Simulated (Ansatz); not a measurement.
# C₄H₆BClO₂: how energies converge with the basis set

One table from this session's results is given with a row withheld; the runs are named, their logs left out.

Program: Ansatz 0.2.0, Gaussian basis. Level of theory: one geometry, several basis sets. These are calculated values, not measurements.

The runs, in order: PBE0-D4/def2-SVP; ωB97M-V/def2-SVP; PBE0-D4/def2-QZVPP; ωB97M-V/def2-QZVPP; the functionals' def2-TZVPP values are taken from earlier runs.

## Structure used throughout

All runs share one geometry, relaxed beforehand with PBE0-D4 in a triple-zeta def2 set.

SMILES `C[B-]1(Cl)OC=CC=[O+]1`, 14 atoms, charge 0, spin multiplicity 1.

Atoms are counted from 1 here; the program's logs count them from 0.

Bond lengths: C1–B2 1.575 Å, C1–H9 1.092 Å, C1–H10 1.095 Å, C1–H11 1.092 Å, B2–Cl3 1.856 Å, B2–O4 1.523 Å, B2–O8 1.522 Å, O4–C5 1.271 Å, C5–C6 1.384 Å, C5–H12 1.090 Å, C6–C7 1.384 Å, C6–H13 1.079 Å, C7–O8 1.271 Å, C7–H14 1.090 Å. Angles: B2–C1–H9 110.8°, B2–C1–H10 111.6°, B2–C1–H11 110.8°, H9–C1–H10 108.0°, H9–C1–H11 107.6°, H10–C1–H11 108.0°, C1–B2–Cl3 114.9°, C1–B2–O4 111.0°, C1–B2–O8 111.0°, Cl3–B2–O4 106.2°, Cl3–B2–O8 106.2°, O4–B2–O8 107.1°, B2–O4–C5 120.6°, O4–C5–C6 123.7°, O4–C5–H12 115.1°, C6–C5–H12 121.1°, C5–C6–C7 116.5°, C5–C6–H13 121.4° and more.

Set-up of the first run:

File in.yaml:

```yaml
crystal:
  periodic: [false, false, false]
  atoms:
    - {symbol: C, position_ang: [-0.706132, -2.063351, 0.377355]}
    - {symbol: B, position_ang: [0.113869, -0.835334, -0.169273]}
    - {symbol: Cl, position_ang: [1.495800, -1.273324, -1.327428]}
    - {symbol: O, position_ang: [-0.788281, 0.128051, -0.928435]}
    - {symbol: C, position_ang: [-0.525158, 1.370931, -0.961350]}
    - {symbol: C, position_ang: [0.414035, 1.977954, -0.146364]}
    - {symbol: C, position_ang: [0.949704, 1.198717, 0.863809]}
    - {symbol: O, position_ang: [0.747212, -0.051304, 0.971795]}
    - {symbol: H, position_ang: [-0.056484, -2.750820, 0.923475]}
    - {symbol: H, position_ang: [-1.506138, -1.745575, 1.053765]}
    - {symbol: H, position_ang: [-1.161122, -2.621740, -0.443671]}
    - {symbol: H, position_ang: [-1.134563, 1.955151, -1.651105]}
    - {symbol: H, position_ang: [0.600495, 3.039213, -0.196934]}
    - {symbol: H, position_ang: [1.543762, 1.642230, 1.663062]}
basis:
  gaussian: {orbitals: def2-SVP}
hamiltonian: {xc: pbe0, dispersion: d4}
output: {orbitals: {seedname: orbitals}}
```

Run with:

```
> ansatz run in.yaml --threads 4 --pin off --events-out ev --progress --plain --max-ram 11315MiB
```

Among the steps run: PBE0-D4 in def2-SVP; ωB97M-V in def2-SVP; PBE0-D4 in def2-QZVPP; ωB97M-V in def2-QZVPP.

One table of the session follows, with a row left open; its other results are not shown here.

It belongs to the step «Functionals by basis». 

| functional | basis | HOMO (eV) | LUMO (eV) |
| --- | --- | --- | --- |
| PBE0-D4 | def2-SVP | -7.55 | -2.65 |
| PBE0-D4 | def2-TZVPP | -7.73 | -2.72 |
| PBE0-D4 | def2-QZVPP | -7.76 | -2.76 |
| ωB97M-V | def2-SVP | -9.75 | -0.45 |
| ωB97M-V | def2-TZVPP | ? | ? |
| ωB97M-V | def2-QZVPP | -9.95 | -0.63 |

Q: Estimate the row for ωB97M-V, def2-TZVPP from the others.

**Answer.** HOMO (eV): -9.92; LUMO (eV): -0.58. In the column «HOMO (eV)» it lies between ωB97M-V, def2-QZVPP (-9.95) and ωB97M-V, def2-SVP (-9.75).
